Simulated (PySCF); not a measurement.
# C5H6F2O: magnetic properties

Aim: compute the magnetic properties of C5H6F2O (`C[C@@H]1C[C@@]1(F)C(=O)F`).

Computed with PySCF 2.14.0 and routines of our own; the level stands in each step. Atoms count from 0.

### 1 The starting structure

14 atoms, charge 0, multiplicity 1; geometry from: GFN2-xTB.

### 2 Magnetic properties: GIAO PBE0/pcSseg-1

What the job is given:

```
{"job": {"kind": "mag", "xc": "PBE0", "basis": "pcSseg-1", "isotopologues": 2}, "charge": 0, "multiplicity": 1}
C     -1.647858     0.124632     0.857649
C     -0.352676     0.531589     0.208207
C     -0.097639     0.243990    -1.232818
C      0.638968    -0.555880    -0.181417
F      0.240150    -1.848991    -0.007745
C      2.079228    -0.391348     0.048781
O      2.896594    -1.171417     0.382353
F      2.438739     0.917629    -0.172586
H     -2.006678    -0.816472     0.448755
H     -2.399071     0.892776     0.686171
H     -1.513923     0.006087     1.930833
H      0.093996     1.431257     0.614678
H      0.478685     0.938897    -1.823557
H     -0.849193    -0.303222    -1.781471
```

Level: GIAO PBE0/pcSseg-1 magnetisability, rotational g tensor and spin-rotation constants, non-relativistic, gas phase.

Launch:

```sh
OMP_NUM_THREADS=1 python excited_run.py task.json out
```

This one command runs all jobs of the session in turn.

Output:

```text
coarse grid: 12408 points
cycle   1  E = -468.2302274404  dE =  1.376e+00  |g| = 1.009e+00  |ddm| = 3.312e+00
cycle   2  E = -467.6896180858  dE =  5.406e-01  |g| = 2.012e+00  |ddm| = 1.916e+00
cycle   3  E = -468.4048484083  dE = -7.152e-01  |g| = 2.656e-01  |ddm| = 1.417e+00
cycle   4  E = -468.4160256964  dE = -1.118e-02  |g| = 1.014e-01  |ddm| = 2.348e-01
cycle   5  E = -468.4175725521  dE = -1.547e-03  |g| = 2.187e-02  |ddm| = 6.706e-02
cycle   6  E = -468.4176704694  dE = -9.792e-05  |g| = 5.756e-03  |ddm| = 1.982e-02
cycle   7  E = -468.4176764678  dE = -5.998e-06  |g| = 1.600e-03  |ddm| = 5.557e-03
final grid: 122688 points
cycle   8  E = -468.4908673880  dE = -3.487e-05  |g| = 1.389e-02  |ddm| = 3.065e-02
cycle   9  E = -468.4907822890  dE =  8.510e-05  |g| = 2.554e-02  |ddm| = 2.753e-02
cycle  10  E = -468.4909046213  dE = -1.223e-04  |g| = 3.006e-03  |ddm| = 1.788e-02
cycle  11  E = -468.4909063816  dE = -1.760e-06  |g| = 3.570e-04  |ddm| = 2.156e-03
cycle  12  E = -468.4909063950  dE = -1.340e-08  |g| = 1.936e-04  |ddm| = 3.878e-04
cycle  13  E = -468.4909064009  dE = -5.955e-09  |g| = 3.575e-05  |ddm| = 1.351e-04
cycle  14  E = -468.4909064012  dE = -2.383e-10  |g| = 1.323e-05  |ddm| = 4.197e-05
converged SCF energy = -468.4909064012

Magnetisability tensor (1e-30 J/T^2)
    -1142.40      -92.64       37.54
      -92.64    -1145.22       -1.13
       37.54       -1.13    -1157.98
isotropic -1148.53   principal values   -1244.37  -1156.95  -1044.28
isotropic susceptibility -69.166 1e-6 cm^3/mol

Inertial axes            a          b          c
rot. const./GHz      3.4076     1.6154     1.3262
chi total           -68.341    -69.568    -69.589
chi diamagnetic    -421.781   -820.167   -952.242
chi paramagnetic    353.440    750.599    882.653
quadrupole/D A       -2.732     -3.331      6.063
g nuclear            0.5453     0.5611     0.5395
g electronic        -0.5658    -0.5696    -0.5499
g total             -0.0205    -0.0085    -0.0104

Spin-rotation constants (kHz, H = +C I.J)
atom  isotope        aa         bb         cc
  4    19F        0.243      0.671      0.756
  7    19F        9.011      2.150      1.938
  8     1H       -0.344     -0.050     -0.100
  9     1H       -0.128     -0.076     -0.147
 10     1H       -0.369     -0.164      0.018
 11     1H       -0.327     -0.052     -0.094
 12     1H       -0.283     -0.069     -0.104
 13     1H       -0.208     -0.163     -0.068
  0    13C*       0.455      0.226      0.172
  1    13C*       0.484      0.196      0.271
  2    13C*       0.439      0.208      0.264
  3    13C*       0.937      0.268      0.330
  5    13C*       1.095      0.780      0.394
  6    17O*      -1.618     -1.058     -0.146
* in the singly substituted isotopologue

Isotopologues: g along a, b, c
2H    at 8,9,10,11,12,1    -0.0187    -0.0079    -0.0099
13C   at 0                 -0.0204    -0.0084    -0.0103
```

Wall time 43 s (1 thread of Arm Neoverse N1, shared host); peak memory 0.74 GiB.

From this job:

```tsv
quantity	value
magnetisability	-1149·10⁻³⁰ J/T²
molar susceptibility	-69.2·10⁻⁶ cm³/mol
rotational g (a, b, c)	-0.0205, -0.0085, -0.0104
```

### 3 Summary of results

| quantity | value |
| --- | --- |
| magnetisability (step 2, GIAO PBE0/pcSseg-1) | -1149·10⁻³⁰ J/T² |
| molar susceptibility (step 2, GIAO PBE0/pcSseg-1) | -69.2·10⁻⁶ cm³/mol |
| rotational g (a, b, c) (step 2, GIAO PBE0/pcSseg-1) | -0.0205, -0.0085, -0.0104 |

What this shows: The values above hold for this geometry and these levels alone. Vibrational averaging and real surroundings are missing from these values.
